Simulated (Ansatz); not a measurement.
# F4Zr: the cost of one run

Program: Ansatz 0.2.0. Level of theory: RKS BLYP-D4/def2-SVP. These are calculated values, not measurements.

## 1. The system as given

Bond lengths: Zr1–F2 1.980 Å, Zr1–F3 1.980 Å, Zr1–F4 1.979 Å, Zr1–F5 1.979 Å. Angles: F2–Zr1–F3 109.4°, F2–Zr1–F4 109.5°, F2–Zr1–F5 109.5°, F3–Zr1–F4 109.5°, F3–Zr1–F5 109.5°, F4–Zr1–F5 109.5°.

Structure file:

```xyz
5

Zr    0.0000    0.0000    0.0000
F     0.0000    0.0000    1.9800
F     1.8671    0.0000   -0.6593
F    -0.9326    1.6157   -0.6593
F    -0.9326   -1.6157   -0.6593
```

## 2. Preparing the start

File input.yaml:

```yaml
crystal:
  periodic: [false, false, false]
  atoms:
    - { symbol: Zr, position_ang: [0.0, 0.0, 0.0] }
    - { symbol: F, position_ang: [0.0, 0.0, 1.98] }
    - { symbol: F, position_ang: [1.8671, 0.0, -0.6593] }
    - { symbol: F, position_ang: [-0.9326, 1.6157, -0.6593] }
    - { symbol: F, position_ang: [-0.9326, -1.6157, -0.6593] }
basis:
  gaussian: { orbitals: def2-SVP }
hamiltonian:
  xc: blyp
  dispersion: d4
relax:
  f_tol: 0.02
  max_steps: 40
```

The run is started by

```
> ansatz run input.yaml --threads 1 --pin off --max-ram 2048MiB --backend cpu --events-out ev --progress --plain --runs-dir out
```

What time and memory should one allow on 1 thread of Arm Neoverse V2, shared host?

About 11 s, with a peak of 0.15 GiB.
